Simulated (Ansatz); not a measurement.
# GePH2+ (triplet): the correlation ladder, cc-pVTZ

The task here is to estimate one member of a computed series from the others.

Computed with Ansatz 0.2.0, Gaussian basis. Level: cc-pVTZ, core rule «outside noble gas», up to 19 orbitals frozen.

The runs, in order: UHF; CCSD(T) on ROHF; CCSD(T) on UHF; BCCD(T) on ROHF; CCSDT(Q) on ROHF; CCSDT(Q) on UHF; CASSCF and MRCISD+Q, 10 electrons in 10 orbitals; CASSCF and NEVPT2, 10 electrons in 10 orbitals.

5 further runs of the same task are left out: 5 set aside as unsound or not needed.

**The geometry**

The geometry is a PBE0/def2-TZVP stationary point (not a proven minimum) of the parent state, kept for this charge and spin. No spin-orbit coupling is included. The filled d shell of Ge may be among the frozen orbitals whatever the setting's name suggests; the logs give the count.

4 atoms, charge 1, spin multiplicity 3.

Atoms are counted from 1 here; the program's logs count them from 0.

Bond lengths: Ge1–P2 2.195 Å, P2–H3 1.408 Å, P2–H4 1.408 Å. Angles: Ge1–P2–H3 128.2°, Ge1–P2–H4 128.2°, H3–P2–H4 103.7°.

As a file:

| atom | x (Å) | y (Å) | z (Å) |
| --- | --- | --- | --- |
| Ge1 | 0.0000 | 0.0000 | 0.7020 |
| P2 | 0.0000 | 0.0000 | -1.4925 |
| H3 | 0.0000 | 1.1073 | -2.3623 |
| H4 | 0.0000 | -1.1073 | -2.3623 |

The first run:

File in.yaml:

```yaml
crystal:
  periodic: [false, false, false]
  atoms:
    - {symbol: Ge, position_ang: [0.000000, 0.000000, 0.701976]}
    - {symbol: P, position_ang: [0.000000, 0.000000, -1.492532]}
    - {symbol: H, position_ang: [0.000000, 1.107306, -2.362335]}
    - {symbol: H, position_ang: [0.000000, -1.107306, -2.362335]}
basis:
  gaussian: {orbitals: cc-pVTZ}
total_charge: 1
magnetization: {spin_polarized: true, initial_magnetization: 2}
hamiltonian: {xc: hf}
output: {orbitals: {seedname: orbitals}}
```

Started as:

```console
$ ansatz run in.yaml --threads 1 --pin off --events-out ev --progress --plain --max-ram 2816MiB --backend cpu
```

Steps of the session up to this table: UHF; CCSD(T) on ROHF; CCSD(T) on UHF; BCCD(T) on ROHF; CCSDT(Q) on ROHF; CCSDT(Q) on UHF; CASSCF and MRCISD+Q, 10 electrons in 10 orbitals; CASSCF and NEVPT2, 10 electrons in 10 orbitals.

One table of the session follows, with a row left open; its other results are not shown here.

| method | from UCCSDT(Q) (kJ/mol) |
| --- | --- |
| ROHF | +644.5 |
| UHF | +623.7 |
| RMP2 | +121.7 |
| UMP2 | +127.4 |
| RCCSD | +29.6 |
| UCCSD | +28.6 |
| RCCSD(T) | +5.3 |
| UCCSD(T) | +5.1 |
| BCCD(T) | +5.2 |
| RCCSDT | +1.5 |
| UCCSDT | +1.1 |
| RCCSDT(Q) | +0.4 |
| UCCSDT(Q) | 0 |
| CASSCF valence | +466.9 |
| NEVPT2 valence | ? |
| MRCISD valence | +42.2 |
| MRCISD+Q valence | +7.4 |

**Question.** Estimate the row for NEVPT2 valence.

**Answer.** from UCCSDT(Q) (kJ/mol): +113.2. In the column «from UCCSDT(Q) (kJ/mol)» it lies between MRCISD valence (+42.2) and RMP2 (+121.7).

Among the levels timed on like hardware and quicker than the yardstick, those that no quicker one beats, quickest first: NEVPT2 valence (7.5 s, +113.2 kJ/mol); MRCISD+Q valence (8 s, +7.4 kJ/mol); BCCD(T) (14 s, +5.2 kJ/mol).

To keep in mind: Of the multireference levels listed MRCISD+Q valence comes nearest in total energy (+7.4 kJ/mol), which doesn't show that its space is the better one. Restricted and unrestricted rows rest on different reference determinants; where their highest levels disagree by more than a few hundredths of an eV, they describe different states and don't form one ladder.
